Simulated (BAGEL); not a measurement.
# CH5AlFS− (SMILES C[S][AlH2-][F]): HF/def2-SVP (density fitting with qzvpp-jkfit)

What is the vertical ionisation energy of CH5AlFS− at HF/def2-SVP (density fitting with qzvpp-jkfit)? 

Program for the calculation: BAGEL 1.2.2.

2 further runs of the same task are left out: 2 set aside as unsound or not needed.

## 1. The structure to begin with

CH5AlFS− has 9 atoms, charge -1, and is taken as a singlet. SMILES: `C[S][AlH2-][F]`. The shape comes from GFN2-xTB, which is rough for such elements, and wasn't checked as a minimum. This is one conformer, not always the lowest.

Bond lengths: C1–S2 1.821 Å, S2–Al3 2.304 Å, Al3–F4 1.690 Å, C1–H5 1.088 Å, C1–H6 1.092 Å, C1–H7 1.088 Å, Al3–H8 1.569 Å, Al3–H9 1.588 Å. Some angles: C1–S2–Al3 92.8°, S2–Al3–F4 109.4°, S2–C1–H5 109.4°, S2–C1–H6 109.7°, S2–C1–H7 108.6°, S2–Al3–H8 107.0°, S2–Al3–H9 102.9°, F4–Al3–H8 112.9°, F4–Al3–H9 107.5°, H5–C1–H6 109.9°.

## 2. The energy at HF/def2-SVP (density fitting with qzvpp-jkfit)

Contents of input.json:

```json
{ "bagel" : [

{
  "title" : "molecule",
  "basis" : "svp",
  "df_basis" : "qzvpp-jkfit",
  "angstrom" : true,
  "geometry" : [
    { "atom" : "C", "xyz" : [   -0.118560,    1.138470,   -0.963910 ] },
    { "atom" : "S", "xyz" : [    1.354560,    0.140830,   -0.573840 ] },
    { "atom" : "Al", "xyz" : [    0.213160,   -1.150150,    0.956250 ] },
    { "atom" : "F", "xyz" : [   -1.091660,   -1.903770,    0.191440 ] },
    { "atom" : "H", "xyz" : [   -0.473210,    0.885550,   -1.961100 ] },
    { "atom" : "H", "xyz" : [   -0.902190,    0.939980,   -0.229240 ] },
    { "atom" : "H", "xyz" : [    0.155490,    2.191340,   -0.930160 ] },
    { "atom" : "H", "xyz" : [    1.242800,   -2.172090,    1.553170 ] },
    { "atom" : "H", "xyz" : [   -0.380380,   -0.070160,    1.957390 ] }
  ]
},
{
  "title" : "hf",
  "charge" : -1
},
{
  "title" : "print",
  "file" : "orbitals.molden",
  "orbitals" : true
}

]}
```

On the command line:

```sh
BAGEL_NUM_THREADS=1 BAGEL input.json > input.out
```

What it wrote:

```text
* using 1 threads per process

  ===============================================================
  ===============================================================

  *** Geometry ***

  { "atom" : "C", "xyz" : [     -0.224046,      2.151397,     -1.821526 ] },
  { "atom" : "S", "xyz" : [      2.559747,      0.266130,     -1.084400 ] },
  { "atom" : "Al", "xyz" : [      0.402814,     -2.173469,      1.807051 ] },
  { "atom" : "F", "xyz" : [     -2.062938,     -3.597604,      0.361769 ] },
  { "atom" : "H", "xyz" : [     -0.894237,      1.673447,     -3.705942 ] },
  { "atom" : "H", "xyz" : [     -1.704892,      1.776305,     -0.433201 ] },
  { "atom" : "H", "xyz" : [      0.293834,      4.141032,     -1.757748 ] },
  { "atom" : "H", "xyz" : [      2.348552,     -4.104655,      2.935066 ] },
  { "atom" : "H", "xyz" : [     -0.718814,     -0.132583,      3.698931 ] },

  Number of auxiliary basis functions:      498

  Since a DF basis is specified, we compute 2- and 3-index integrals:
    o Being stored without compression. Storage requirement is 0.032 GB

  Number of basis functions:       89
  Number of electrons      :       49

    * METHOD: MOLECULE                             0.63

  *** RHF ***

  === Nuclear Repulsion ===
   208.6636904683

      * DIIS with orbital gradients will be used.

  === RHF iteration (svp) ===
      0       -779.30920317          0.01586822           0.15
      1       -779.43709359          0.00955755           0.15
      2       -779.49190706          0.00126428           0.15
      3       -779.49328313          0.00029488           0.15
      4       -779.49334708          0.00006749           0.16
      5       -779.49335216          0.00002440           0.14
      6       -779.49335289          0.00000815           0.14
      7       -779.49335300          0.00000191           0.15
      8       -779.49335301          0.00000063           0.15
      9       -779.49335301          0.00000026           0.14
     10       -779.49335301          0.00000007           0.13
     11       -779.49335301          0.00000003           0.13
     12       -779.49335301          0.00000001           0.15
     13       -779.49335301          0.00000000           0.14
    * SCF iteration converged.

    * Permanent dipole moment:
           (    0.297960,    -0.872826,     0.879462) a.u.

    * METHOD: HF                                   2.40

    * METHOD: PRINT                                0.02

  ===============================================================
```

Wall time 3.9 s (1 thread of Intel Xeon at 2.50GHz (Skylake/Cascade Lake), shared host).

## 3. Doublet neutral CH5AlFS at the same level

Contents of calc.json:

```json
{ "bagel": [

{
  "title": "molecule",
  "basis": "svp",
  "df_basis": "qzvpp-jkfit",
  "angstrom": "true",
  "geometry": [
    { "atom": "C", "xyz": [      -0.118560,       1.138470,      -0.963910 ] },
    { "atom": "S", "xyz": [       1.354560,       0.140830,      -0.573840 ] },
    { "atom": "Al", "xyz": [       0.213160,      -1.150150,       0.956250 ] },
    { "atom": "F", "xyz": [      -1.091660,      -1.903770,       0.191440 ] },
    { "atom": "H", "xyz": [      -0.473210,       0.885550,      -1.961100 ] },
    { "atom": "H", "xyz": [      -0.902190,       0.939980,      -0.229240 ] },
    { "atom": "H", "xyz": [       0.155490,       2.191340,      -0.930160 ] },
    { "atom": "H", "xyz": [       1.242800,      -2.172090,       1.553170 ] },
    { "atom": "H", "xyz": [      -0.380380,      -0.070160,       1.957390 ] }
  ]
},

{
  "title": "uhf",
  "nopen": 1
},

{
  "title": "print",
  "file": "orbitals.molden",
  "orbitals": "true"
}

]}
```

On the command line:

```sh
BAGEL_NUM_THREADS=1 BAGEL calc.json > calc.out
```

What it wrote:

```text
* using 1 threads per process

  ===============================================================
  ===============================================================

  *** Geometry ***

  { "atom" : "C", "xyz" : [     -0.224046,      2.151397,     -1.821526 ] },
  { "atom" : "S", "xyz" : [      2.559747,      0.266130,     -1.084400 ] },
  { "atom" : "Al", "xyz" : [      0.402814,     -2.173469,      1.807051 ] },
  { "atom" : "F", "xyz" : [     -2.062938,     -3.597604,      0.361769 ] },
  { "atom" : "H", "xyz" : [     -0.894237,      1.673447,     -3.705942 ] },
  { "atom" : "H", "xyz" : [     -1.704892,      1.776305,     -0.433201 ] },
  { "atom" : "H", "xyz" : [      0.293834,      4.141032,     -1.757748 ] },
  { "atom" : "H", "xyz" : [      2.348552,     -4.104655,      2.935066 ] },
  { "atom" : "H", "xyz" : [     -0.718814,     -0.132583,      3.698931 ] },

  Number of auxiliary basis functions:      498

  Since a DF basis is specified, we compute 2- and 3-index integrals:
    o Being stored without compression. Storage requirement is 0.032 GB

  Number of basis functions:       89
  Number of electrons      :       49

    * METHOD: MOLECULE                             0.63

  *** Open-shell HF ***

  === Nuclear Repulsion ===
   208.6636904683

      * DIIS with orbital gradients will be used.

  === UHF iteration (svp) ===
      0       -779.18505611          0.03199497           0.33
      1       -779.32167754          0.01993344           0.32
      2       -779.36388328          0.01217727           0.33
      3       -779.38759967          0.00110864           0.30
      4       -779.38849664          0.00034875           0.31
      5       -779.38858900          0.00014748           0.31
      6       -779.38862679          0.00005473           0.34
      7       -779.38863445          0.00003324           0.30
      8       -779.38863791          0.00002598           0.30
      9       -779.38864123          0.00001882           0.35
     10       -779.38864311          0.00001288           0.34
     11       -779.38864409          0.00000791           0.34
     12       -779.38864442          0.00000446           0.32
     13       -779.38864454          0.00000164           0.31
     14       -779.38864455          0.00000072           0.30
     15       -779.38864455          0.00000038           0.30
     16       -779.38864455          0.00000023           0.32
     17       -779.38864455          0.00000017           0.33
     18       -779.38864456          0.00000012           0.33
     19       -779.38864456          0.00000009           0.26
     20       -779.38864456          0.00000008           0.24
     21       -779.38864456          0.00000006           0.31
     22       -779.38864456          0.00000004           0.33
     23       -779.38864456          0.00000002           0.36
     24       -779.38864456          0.00000002           0.35
     25       -779.38864456          0.00000001           0.29
    * SCF iteration converged.

    * S^2 (UHF) is 0.7605

    * Permanent dipole moment:
           (   -0.761084,    -1.910448,     1.515303) a.u.

    * METHOD: UHF                                  8.71

    * METHOD: PRINT                                0.02

  ===============================================================
```

Run time: 9.9 s. Hardware: 1 thread of Intel Xeon at 2.50GHz (Skylake/Cascade Lake), shared host.

## 4. Summary of results

At HF/def2-SVP (density fitting with qzvpp-jkfit):

| quantity | value |
| --- | --- |
| singlet CH5AlFS−: total energy | -779.49335 Eh |
| singlet CH5AlFS−: HOMO energy | -4.24 eV |
| singlet CH5AlFS−: LUMO energy | 8.72 eV |
| singlet CH5AlFS−: HOMO–LUMO gap (to an unbound level, set by the basis) | 12.96 eV |
| doublet neutral CH5AlFS: total energy | -779.38864 Eh |
| doublet neutral CH5AlFS: dipole moment | 6.49 D |
| doublet neutral CH5AlFS: ⟨S²⟩ | 0.760 |
| vertical detachment energy (to the doublet neutral) | 2.849 eV |

**Reading.** The vertical ionisation energy comes to 2.85 eV (66 kcal/mol). The negative HOMO energy of the first species, 4.24 eV, lies 1.39 eV above that difference.
